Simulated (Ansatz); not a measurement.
# CH₇ClOSi₂: a ladder of functionals and wavefunction methods

Aim: compute CH₇ClOSi₂ with functionals from several rungs and with coupled cluster, and see how far each lands from CCSD(T) at the basis-set limit for the atomisation energy.

The runs use Ansatz 0.2.0, Gaussian basis; functionals in def2-TZVPP, the program's frozen cores in correlated methods.

Levels to be run: PBE-D4, r2SCAN-D4, PBE0-D4, B3LYP-D4, ωB97X-V, ωB97M-V, B2PLYP; CCSD(T)/def2-TZVPP; MP2/def2-QZVPP; extrapolation to the limit.

## (1) The relaxed structure

All runs share one geometry, relaxed beforehand with PBE0-D4 in a triple-zeta def2 set.

12 atoms, charge 0, spin multiplicity 1.

Atoms are counted from 1 here; the program's logs count them from 0.

Bond lengths: O1–Si2 1.655 Å, O1–H6 0.958 Å, Si2–Si3 2.353 Å, Si2–H7 1.489 Å, Si2–H8 1.485 Å, Si3–C4 1.891 Å, Si3–H9 1.489 Å, Si3–H10 1.492 Å, C4–Cl5 1.789 Å, C4–H11 1.090 Å, C4–H12 1.090 Å. Angles: Si2–O1–H6 117.6°, O1–Si2–Si3 111.9°, O1–Si2–H7 111.0°, O1–Si2–H8 105.5°, Si3–Si2–H7 110.0°, Si3–Si2–H8 109.1°, H7–Si2–H8 109.1°, Si2–Si3–C4 109.5°, Si2–Si3–H9 111.7°, Si2–Si3–H10 111.0°, C4–Si3–H9 108.5°, C4–Si3–H10 108.1°, H9–Si3–H10 108.0°, Si3–C4–Cl5 109.0°, Si3–C4–H11 111.7°, Si3–C4–H12 112.7°, Cl5–C4–H11 107.3°, Cl5–C4–H12 107.5° and more.

Coordinates:

```xyz
12
CH7ClOSi2
O    -2.1331   -0.0254    1.9208
Si   -1.4843    0.1741    0.4112
Si    0.8018   -0.3788    0.3565
C     1.5986    0.3841   -1.1799
Cl    0.6621   -0.1047   -2.6238
H    -2.2310   -0.9204    2.2473
H    -2.2274   -0.6289   -0.5993
H    -1.6423    1.6173    0.0982
H     1.0101   -1.8528    0.3140
H     1.5083    0.1529    1.5584
H     1.5878    1.4736   -1.1406
H     2.6265    0.0537   -1.3289
```

## (2) PBE-D4 (GGA)

in.yaml

```yaml
crystal:
  periodic: [false, false, false]
  atoms:
    - {symbol: O, position_ang: [-2.133105, -0.025379, 1.920822]}
    - {symbol: Si, position_ang: [-1.484297, 0.174091, 0.411179]}
    - {symbol: Si, position_ang: [0.801815, -0.378788, 0.356474]}
    - {symbol: C, position_ang: [1.598579, 0.384109, -1.179907]}
    - {symbol: Cl, position_ang: [0.662140, -0.104706, -2.623773]}
    - {symbol: H, position_ang: [-2.231034, -0.920378, 2.247319]}
    - {symbol: H, position_ang: [-2.227369, -0.628924, -0.599260]}
    - {symbol: H, position_ang: [-1.642331, 1.617332, 0.098173]}
    - {symbol: H, position_ang: [1.010060, -1.852772, 0.314036]}
    - {symbol: H, position_ang: [1.508299, 0.152850, 1.558424]}
    - {symbol: H, position_ang: [1.587771, 1.473610, -1.140646]}
    - {symbol: H, position_ang: [2.626472, 0.053654, -1.328941]}
basis:
  gaussian: {orbitals: def2-TZVPP}
hamiltonian: {xc: pbe, dispersion: d4}
output: {forces: true, orbitals: {seedname: orbitals}}
```

Command:

```console
ansatz run in.yaml --threads 4 --pin off --events-out ev --progress --plain --max-ram 10444MiB
```

After this run come: r2SCAN-D4 (meta-GGA); PBE0-D4 (hybrid); B3LYP-D4 (hybrid); ωB97X-V (range-separated); ωB97M-V (range-separated); B2PLYP (double hybrid); CCSD(T) in def2-TZVPP; MP2 in def2-QZVPP.

**Question.** What will the summary of the whole plan be? Wanted: atomisation energy, CCSD(T)/CBS; farthest; mean size of error, hybrid; mean size of error, range-separated; gap, smallest and largest; T1 diagnostic; triples share of the correlation energy.

As calculated:

| quantity | value |
| --- | --- |
| atomisation energy, CCSD(T)/CBS | 952.1 kcal/mol |
| functionals within 4.8 kcal/mol (0.5 %) | PBE-D4, r2SCAN-D4, ωB97X-V, ωB97M-V |
| farthest | B2PLYP (-17.4 kcal/mol) |
| mean size of error, hybrid | 7.6 kcal/mol |
| mean size of error, range-separated | 1.9 kcal/mol |
| gap, smallest and largest | 5.00 eV (PBE-D4), 11.38 eV (ωB97X-V) |
| T1 diagnostic | 0.0114 |
| triples share of the correlation energy | 3.7 % |

What this shows: PBE-D4 misses by +1.9 kcal/mol. Double hybrids carry the basis error of their MP2 part in triple zeta, and no dispersion term here, so their miss is partly the set-up's. The reference freezes the cores and leaves out relativity and excitations past (T), so misses under about 4.8 kcal/mol can't be ranked. Hartree-Fock recovers 73 % of the binding; the rest is correlation. The gap grows from 5.0 to 11.4 eV across the functionals, mostly with the share of exact exchange.
